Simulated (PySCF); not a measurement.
**In₃S⁺: structure of the singlet**

Where does singlet In₃S⁺ go from a PBE0 minimum start, is the end point a minimum, and what are its modes, charges and moments?

Method: PBE0, basis S def2-SVP, In def2-SVP with ECP28, scalar-relativistic core potentials, no spin–orbit coupling, density fitting; program: PySCF 2.14.0.

### 1 Where the work starts

4 atoms, charge 1, spin multiplicity 1.

Bond lengths: S1–In2 2.641 Å, S1–In3 2.641 Å, S1–In4 2.641 Å. Angles: In2–S1–In3 120.0°, In2–S1–In4 120.0°, In3–S1–In4 120.0°.

```xyz
4
charge 1 multiplicity 1
S     0.0000    0.0000    0.0000
In   -0.0035    0.0000    2.6411
In    2.2890    0.0000   -1.3175
In   -2.2855    0.0000   -1.3236
```

### 2 The SCF at the typed geometry

One driver script runs all steps and calls PySCF; scf.py shows how it sets up the SCF of each step. The optimiser is the driver's own. After this first run the driver tries any further starts and a stability analysis.

scf.py

```python
from pyscf import gto, scf, dft
mol = gto.M(atom='''
S     -0.000000    -0.000000     0.000000
In    -0.003537    -0.000000     2.641103
In     2.289031    -0.000000    -1.317488
In    -2.285494     0.000000    -1.323614''',
    basis={'S': 'def2-SVP', 'In': 'def2-SVP'},
    ecp={'In': 'def2-SVP'},
    charge=1, spin=0)
mf = dft.RKS(mol, xc='PBE0')
mf.grids.atom_grid = (50, 194)
aux = {'S': 'def2-universal-JKFIT', 'In': 'def2-universal-JKFIT'}
mf = mf.density_fit(auxbasis=aux)
mf.conv_tol = 1e-08
mf.diis_space = 10
mf.max_cycle = 60
mf.init_guess = 'minao'
mf.verbose = 4
mf.kernel()
```

Launch:

```bash
$ OMP_NUM_THREADS=2 python axn.py task.json out
```

Standard output:

```text
init E= -904.938080641495
  HOMO = -1.07721055105833  LUMO = -0.887662683363603  gap/eV = 5.15786
cycle= 1 E= -967.08021525887  delta_E= -62.1  |g|= 2.48  |ddm|=   21
  HOMO = -0.219750742861003  LUMO = -0.118551621277925  gap/eV = 2.75377
cycle= 2 E= -967.52489643184  delta_E= -0.445  |g|= 1.87  |ddm|= 7.49
  HOMO = -0.41867059777507  LUMO = -0.222872729526077  gap/eV = 5.32793
cycle= 3 E= -968.193818525451  delta_E= -0.669  |g|= 0.464  |ddm|= 2.77
  HOMO = -0.365472591418812  LUMO = -0.203783811978859  gap/eV = 4.39978
cycle= 4 E= -968.272116027451  delta_E= -0.0783  |g|= 0.145  |ddm|= 0.896
  HOMO = -0.374179087305369  LUMO = -0.202843515972203  gap/eV = 4.66228
cycle= 5 E= -968.279333312798  delta_E= -0.00722  |g|= 0.0104  |ddm|= 0.24
  HOMO = -0.375799771437247  LUMO = -0.204460316821385  gap/eV = 4.66238
cycle= 6 E= -968.27936248437  delta_E= -2.92e-05  |g|= 0.00105  |ddm|= 0.0164
  HOMO = -0.375750369371556  LUMO = -0.204398808316514  gap/eV = 4.66271
cycle= 7 E= -968.279363097415  delta_E= -6.13e-07  |g|= 0.000227  |ddm|= 0.00353
  HOMO = -0.375773077313312  LUMO = -0.204420334703788  gap/eV = 4.66275
cycle= 8 E= -968.279363127333  delta_E= -2.99e-08  |g|= 6.55e-05  |ddm|= 0.000565
  HOMO = -0.375764286108806  LUMO = -0.20441693790599  gap/eV = 4.66260
cycle= 9 E= -968.279363129297  delta_E= -1.96e-09  |g|= 2.46e-06  |ddm|= 0.00013
  HOMO = -0.375764000645653  LUMO = -0.204416745058692  gap/eV = 4.66260
Extra cycle  E= -968.279363129297  delta_E= 4.55e-13  |g|= 1.42e-06  |ddm|= 7.97e-06
converged SCF energy = -968.279363129297
```

This step, with its further starts and checks, took 12 s on 2 threads of Arm Neoverse N1, shared host.

The test of internal stability found no lower closed-shell solution.

### 3 Relaxation: PBE0 minimum start, singlet

The program finds D3h symmetry in the start, which this walk keeps. Threshold on the gradient: 0.0003 Eh/bohr, with a further test on the energy change.

Changes to scf.py since step 2:

```diff
@@ -3,4 +3,4 @@
-S     -0.000000    -0.000000     0.000000
-In    -0.003537    -0.000000     2.641103
-In     2.289031    -0.000000    -1.317488
-In    -2.285494     0.000000    -1.323614''',
+S      0.000000     0.000000     0.000000
+In    -0.003537     0.000000     2.641103
+In     2.289031     0.000000    -1.317488
+In    -2.285494     0.000000    -1.323615''',
@@ -17 +16,0 @@
-mf.init_guess = 'minao'
```

The optimiser's trace:

| step | energy (Eh) | change (kJ/mol) | largest symmetric gradient (Eh/bohr) |
| --- | --- | --- | --- |
| 0 | -968.279363 | 0.00 | 0.00005 |

The walk took 4.5 s.

Positions (Å) and forces (eV/Å) along the way:

```
step 0
S    0.000   0.000   0.000   0.000   0.000  -0.005
In  -0.004   0.000   2.641   0.000   0.000   0.003
In   2.289   0.000  -1.317   0.004   0.000   0.001
In  -2.285   0.000  -1.324  -0.004   0.000   0.001
```

It settles in D3h symmetry, 0.0 kJ/mol below the start, after 0 steps: S–In 2.641 Å (×3); In–S–In 120.0° (×3).

### 4 Frequencies

On the finer grid the gradient is checked again; gradients at displacements of ±0.02 bohr then give force constants and infrared intensities.

Changes to scf.py since step 3:

```diff
@@ -3,4 +3,4 @@
-S      0.000000     0.000000     0.000000
-In    -0.003537     0.000000     2.641103
-In     2.289031     0.000000    -1.317488
-In    -2.285494     0.000000    -1.323615''',
+S      0.000000     0.000000    -0.000000
+In    -0.003537     0.000000     2.641331
+In     2.289228     0.000000    -1.317602
+In    -2.285691     0.000000    -1.323729''',
@@ -11 +11 @@
-mf.grids.atom_grid = (50, 194)
+mf.grids.atom_grid = (75, 302)
@@ -14 +14 @@
-mf.conv_tol = 1e-08
+mf.conv_tol = 1e-10
```

This SCF starts from the last density.

Log of the central SCF (cycles and frontier levels):

```text
init E= -968.279434160558
  HOMO = -0.375747958819066  LUMO = -0.204406333287872  gap/eV = 4.66244
cycle= 1 E= -968.279434160559  delta_E= -4.55e-13  |g|= 3.92e-07  |ddm|= 1.19e-06
  HOMO = -0.37574785444183  LUMO = -0.204406321025295  gap/eV = 4.66244
Extra cycle  E= -968.27943416056  delta_E= -6.82e-13  |g|= 5.51e-07  |ddm|= 1.4e-06
converged SCF energy = -968.27943416056
```

The whole step took 46 s.

Geometry: D3h; S–In 2.641 Å (×3); In–S–In 120.0° (×3).

Harmonic modes (main isotopes):

| symmetry | ω (cm⁻¹) | IR (km/mol) | μ (u) |
| --- | --- | --- | --- |
| e' | 34 | 0.5 | 99.73 |
| a2'' | 53 | 4.9 | 34.06 |
| a1' | 125 | 0.0 | 114.90 |
| e' | 262 | 384 | 35.67 |

All wavenumbers are real: a minimum.

Constants and moments:

```yaml
Dipole_moment_about_the_centre_of_mass: 0.00 D
Highest_occupied_level: -10.22 eV
Lowest_empty_level: -5.56 eV
Rotational_constants: 0.01402, 0.01402, 0.00701 cm⁻¹
Zero-point_energy: 4.6 kJ/mol
Principal_polarisabilities: 89.7, 176.1, 176.1 bohr³
Principal_traceless_quadrupole_moments_about_the_centre_of_mass: -20.29, 10.14, 10.14 D Å
Entropy_at_298.15_K_and_1_bar: 400.5 J/(mol K)
Heat_capacity_Cp_at_298.15_K: 80.8 J/(mol K)
Enthalpy_at_298.15_K_above_0_K: 20.92 kJ/mol
Rotational_symmetry_number: 6
```

Charges (e) and bond orders:

```tsv
atom	Mulliken	Löwdin	polar tensor	Mayer order to S1
S1	-0.66	-0.11	-1.58	–
In2,3,4	0.55	0.37	0.86	0.69
```

Outer orbital energies (eV). occupied: -24.94, -21.78, -14.16, -14.16, -12.36, -10.76, -10.22, -10.22; empty: -5.56, -5.56, -5.24, -5.24.

Mulliken populations on S1: s 5.88, p 10.77, d 0.01.

### 5 Outcome

```
                            quantity                                    value
                             minimum                             singlet, D3h
                            geometry   S–In 2.641 Å (×3); In–S–In 120.0° (×3)
                  wavenumbers (cm⁻¹)  34 (e'), 53 (a2''), 125 (a1'), 262 (e')
      dipole moment (centre of mass)                                   0.00 D
highest occupied, lowest empty level                         -10.22, -5.56 eV
           polar-tensor charge of S1                                  -1.58 e
                   zero-point energy                               4.6 kJ/mol
                 entropy at 298.15 K                          400.5 J/(mol K)
```

The PBE0 minimum start keeps its D3h symmetry and ends in a minimum. In the infrared the band at 262 cm⁻¹ (e') leads. Other starts or spin states, not run here, may lie lower.

The search up to here took 62 s.
